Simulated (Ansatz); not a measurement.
# Si2H4NCl2 radical: up Jacob's ladder to CCSD(T)

How much do the methods differ for Si2H4NCl2 radical? The plan is to run it at one geometry with functionals of several rungs and with coupled cluster, and see how far each lands from CCSD(T) at the basis-set limit for the atomisation energy.

Program: Ansatz 0.2.0, Gaussian basis. Level of theory: functionals in def2-TZVPP, the program's frozen cores in correlated methods. These are calculated values, not measurements.

The runs, in order: PBE-D4, r2SCAN-D4, PBE0-D4, B3LYP-D4, ωB97X-V, ωB97M-V, B2PLYP; CCSD(T)/def2-TZVPP; MP2/def2-QZVPP; extrapolation to the limit.

## 1. The relaxed structure

An earlier PBE0-D4/def2-TZVP relaxation fixed the geometry.

SMILES `Cl[SiH]N[SiH2]Cl`, 9 atoms, charge 0, spin multiplicity 2.

Atoms are counted from 1 here; the program's logs count them from 0.

Bond lengths: Cl1–Si2 2.065 Å, Si2–N3 1.723 Å, Si2–H6 1.490 Å, N3–Si4 1.718 Å, N3–H7 1.012 Å, Si4–Cl5 2.058 Å, Si4–H8 1.478 Å, Si4–H9 1.477 Å. Angles: Cl1–Si2–N3 111.1°, Cl1–Si2–H6 108.1°, N3–Si2–H6 107.0°, Si2–N3–Si4 127.5°, Si2–N3–H7 115.1°, Si4–N3–H7 117.0°, N3–Si4–Cl5 111.7°, N3–Si4–H8 110.9°, N3–Si4–H9 107.2°, Cl5–Si4–H8 105.9°, Cl5–Si4–H9 108.2°, H8–Si4–H9 113.0°.

## 2. PBE-D4 (GGA)

in.yaml reads:

```yaml
crystal:
  periodic: [false, false, false]
  atoms:
    - {symbol: Cl, position_ang: [-2.429159, -1.532859, 0.452318]}
    - {symbol: Si, position_ang: [-0.836007, -0.638470, 1.414298]}
    - {symbol: N, position_ang: [0.432943, -0.275760, 0.307061]}
    - {symbol: Si, position_ang: [0.382132, 0.809280, -1.024315]}
    - {symbol: Cl, position_ang: [1.403338, 2.550932, -0.626760]}
    - {symbol: H, position_ang: [-0.286826, -1.608778, 2.402574]}
    - {symbol: H, position_ang: [1.333793, -0.671882, 0.542730]}
    - {symbol: H, position_ang: [1.035844, 0.217789, -2.210704]}
    - {symbol: H, position_ang: [-1.036057, 1.149747, -1.257202]}
basis:
  gaussian: {orbitals: def2-TZVPP}
magnetization: {spin_polarized: true, initial_magnetization: 1}
hamiltonian: {xc: pbe, dispersion: d4}
output: {forces: true, orbitals: {seedname: orbitals}}
```

The run is started by

```console
$ ansatz run in.yaml --threads 2 --pin off --events-out ev --progress --plain --max-ram 32768MiB --backend cpu
```

After this run come: r2SCAN-D4 (meta-GGA); PBE0-D4 (hybrid); B3LYP-D4 (hybrid); ωB97X-V (range-separated); ωB97M-V (range-separated); B2PLYP (double hybrid); CCSD(T) in def2-TZVPP; MP2 in def2-QZVPP.

Q: Predict the results of all the runs planned. Wanted: atomisation energy, CCSD(T)/CBS; farthest; mean size of error, hybrid; mean size of error, range-separated; gap, smallest and largest; T1 diagnostic; triples share of the correlation energy.

As calculated:

```
                               quantity                                  value
        atomisation energy, CCSD(T)/CBS                         683.0 kcal/mol
functionals within 3.4 kcal/mol (0.5 %)  r2SCAN-D4, PBE0-D4, B3LYP-D4, ωB97M-V
                               farthest                B2PLYP (-12.0 kcal/mol)
             mean size of error, hybrid                           2.7 kcal/mol
    mean size of error, range-separated                           4.4 kcal/mol
              gap, smallest and largest    1.63 eV (PBE-D4), 7.61 eV (ωB97X-V)
                          T1 diagnostic                                 0.0122
triples share of the correlation energy                                  4.0 %
```

PBE-D4 is off by +5.2 kcal/mol, about 0.6 kcal/mol a bond. Double hybrids carry the basis error of their MP2 part in triple zeta, and no dispersion term here, so their miss is partly the set-up's. The reference freezes the cores and leaves out relativity and excitations past (T), so misses under about 3.4 kcal/mol can't be ranked. Hartree-Fock recovers 73 % of the binding; the rest is correlation. Orbital gaps span 1.6 to 7.6 eV; exact exchange widens them.
